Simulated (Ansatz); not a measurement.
# BrClF2GeH2O: the cost of one run

All numbers below are computed with Ansatz 0.2.0 (RKS B3LYP-D4/def2-SVP).

## (1) The starting structure

Bond lengths: Ge1–F2 2.030 Å, Ge1–F3 1.680 Å, Ge1–Cl4 2.218 Å, Ge1–O5 1.769 Å, O5–H6 1.010 Å, Ge1–Br7 2.700 Å, Cl4–Br7 2.657 Å, Br7–H8 1.778 Å. Angles (14 of 15 angles, heavy atoms first): F2–Ge1–F3 109.4°, F2–Ge1–Cl4 109.5°, F2–Ge1–O5 109.5°, F2–Ge1–Br7 71.6°, F3–Ge1–Cl4 109.5°, F3–Ge1–O5 109.5°, F3–Ge1–Br7 75.6°, Cl4–Ge1–O5 109.5°, Cl4–Ge1–Br7 64.5°, O5–Ge1–Br7 173.5°, Ge1–Cl4–Br7 66.6°, Ge1–Br7–Cl4 48.9°, Ge1–O5–H6 109.5°, Ge1–Br7–H8 57.7°.

Coordinates:

```xyz
8

Ge    0.0000    0.0000    0.0000
F     0.0000    0.0000    2.0300
F     1.5842    0.0000   -0.5594
Cl   -1.0456    1.8115   -0.7393
O    -0.8337   -1.4443   -0.5894
H    -1.2883   -1.9100    0.1830
Br    1.0122    2.3539    0.8514
H     0.4684    1.0894    1.9769
```

## (2) A restrained relaxation towards end A

Springs on the bonds that form and break draw the guess towards this end; the thresholds are loose.

The input, input.yaml:

```yaml
crystal:
  periodic: [false, false, false]
  atoms:
    - { symbol: Ge, position_ang: [0.0, 0.0, 0.0] }
    - { symbol: F, position_ang: [0.0, 0.0, 2.03] }
    - { symbol: F, position_ang: [1.5842, 0.0, -0.5594] }
    - { symbol: Cl, position_ang: [-1.0456, 1.8115, -0.7393] }
    - { symbol: O, position_ang: [-0.8337, -1.4443, -0.5894] }
    - { symbol: H, position_ang: [-1.2883, -1.91, 0.183] }
    - { symbol: Br, position_ang: [1.0122, 2.3539, 0.8514] }
    - { symbol: H, position_ang: [0.4684, 1.0894, 1.9769] }
basis:
  gaussian: { orbitals: def2-SVP }
hamiltonian:
  xc: b3lyp
  dispersion: d4
relax:
  f_tol: 0.15
  max_steps: 25
  restrain:
    - { distance: [0, 6], at: 3.6, k: 30.0 }
    - { distance: [7, 1], at: 2.12, k: 30.0 }
    - { distance: [0, 1], at: 1.68, k: 30.0 }
    - { distance: [7, 6], at: 1.55, k: 30.0 }
```

Command:

```sh
ansatz run input.yaml --threads 4 --pin off --max-ram 5120MiB --backend cpu --events-out ev --progress --plain --runs-dir out
```

**Question.** How long does this run take on 4 threads of Arm Neoverse V1, shared host, and how much memory does it need?

About 35 s, with a peak of 0.42 GiB.
